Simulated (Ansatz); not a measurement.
# C₂H₅ISi: one species, many methods

An exercise on one series of results from a longer session: the logs are not shown, and one member is left open.

The runs use Ansatz 0.2.0, Gaussian basis; functionals in def2-TZVPP, the program's frozen cores in correlated methods.

The runs, in order: PBE-D4, r2SCAN-D4, PBE0-D4, B3LYP-D4, ωB97X-V, ωB97M-V, B2PLYP; CCSD(T)/def2-TZVPP; MP2/def2-QZVPP; extrapolation to the limit.

## The geometry

The geometry comes from an earlier relaxation with PBE0-D4 in a triple-zeta def2 set; it is a stationary point, not always the lowest conformer. I takes the def2 core potential; no spin-orbit term is included.

SMILES `[SiH3]/C=C/I`, 9 atoms, charge 0, spin multiplicity 1.

Atoms are counted from 1 here; the program's logs count them from 0.

Bond lengths: Si1–C2 1.863 Å, Si1–H5 1.486 Å, Si1–H6 1.487 Å, Si1–H7 1.487 Å, C2–C3 1.324 Å, C2–H8 1.087 Å, C3–I4 2.085 Å, C3–H9 1.084 Å. Angles: C2–Si1–H5 108.7°, C2–Si1–H6 110.4°, C2–Si1–H7 110.4°, H5–Si1–H6 109.7°, H5–Si1–H7 109.7°, H6–Si1–H7 108.1°, Si1–C2–C3 120.9°, Si1–C2–H8 119.6°, C3–C2–H8 119.4°, C2–C3–I4 124.4°, C2–C3–H9 123.8°, I4–C3–H9 111.8°.

Geometry (Å):

```xyz
9
C2H5ISi
Si   -0.96474    0.61290   -0.77950
C     0.00255   -0.62957    0.21628
C     1.16357   -0.30627    0.76557
I     2.33334   -1.60826    1.89792
H    -0.21199    1.89361   -0.80190
H    -1.15951    0.12276   -2.16972
H    -2.30508    0.83061   -0.17375
H    -0.39008   -1.63483    0.34935
H     1.62053    0.67266    0.67866
```

Set-up of the first run:

File in.yaml:

```yaml
crystal:
  periodic: [false, false, false]
  atoms:
    - {symbol: Si, position_ang: [-0.964736, 0.612900, -0.779504]}
    - {symbol: C, position_ang: [0.002550, -0.629572, 0.216283]}
    - {symbol: C, position_ang: [1.163570, -0.306268, 0.765567]}
    - {symbol: I, position_ang: [2.333343, -1.608258, 1.897917]}
    - {symbol: H, position_ang: [-0.211991, 1.893611, -0.801905]}
    - {symbol: H, position_ang: [-1.159509, 0.122756, -2.169716]}
    - {symbol: H, position_ang: [-2.305078, 0.830608, -0.173753]}
    - {symbol: H, position_ang: [-0.390078, -1.634832, 0.349351]}
    - {symbol: H, position_ang: [1.620530, 0.672656, 0.678658]}
basis:
  gaussian: {orbitals: def2-TZVPP}
hamiltonian: {xc: pbe, dispersion: d4}
output: {forces: true, orbitals: {seedname: orbitals}}
```

Run with:

```console
$ ansatz run in.yaml --threads 4 --pin off --events-out ev --progress --plain --max-ram 10444MiB
```

Steps of the session up to this table: PBE-D4 (GGA); r2SCAN-D4 (meta-GGA); PBE0-D4 (hybrid); B3LYP-D4 (hybrid); ωB97X-V (range-separated); ωB97M-V (range-separated); B2PLYP (double hybrid); CCSD(T) in def2-TZVPP; MP2 in def2-QZVPP.

One of the session's tables, all rows but one given; the rest of the session is left out.

| method | atomisation energy (eV) |
| --- | --- |
| PBE-D4 | 32.191 |
| r2SCAN-D4 | 31.754 |
| PBE0-D4 | 31.731 |
| B3LYP-D4 | 31.672 |
| ωB97X-V | 31.703 |
| ωB97M-V | 31.630 |
| B2PLYP | 31.323 |
| HF/def2-TZVPP | ? |
| MP2/def2-TZVPP | 31.305 |
| CCSD/def2-TZVPP | 30.410 |
| CCSD(T)/def2-TZVPP | 30.928 |
| MP2/CBS | 32.149 |
| CCSD(T)/CBS | 31.772 |

**Question.** Estimate the row for HF/def2-TZVPP.

The run gave: atomisation energy (eV): 23.331. In the column «atomisation energy (eV)» it is the lowest.

Limits of these values: Free atoms (1 Si, 2 C, 1 I, 5 H) were run apart at each level; the atomisation energy is their sum less the molecule, without zero-point or spin-orbit terms.
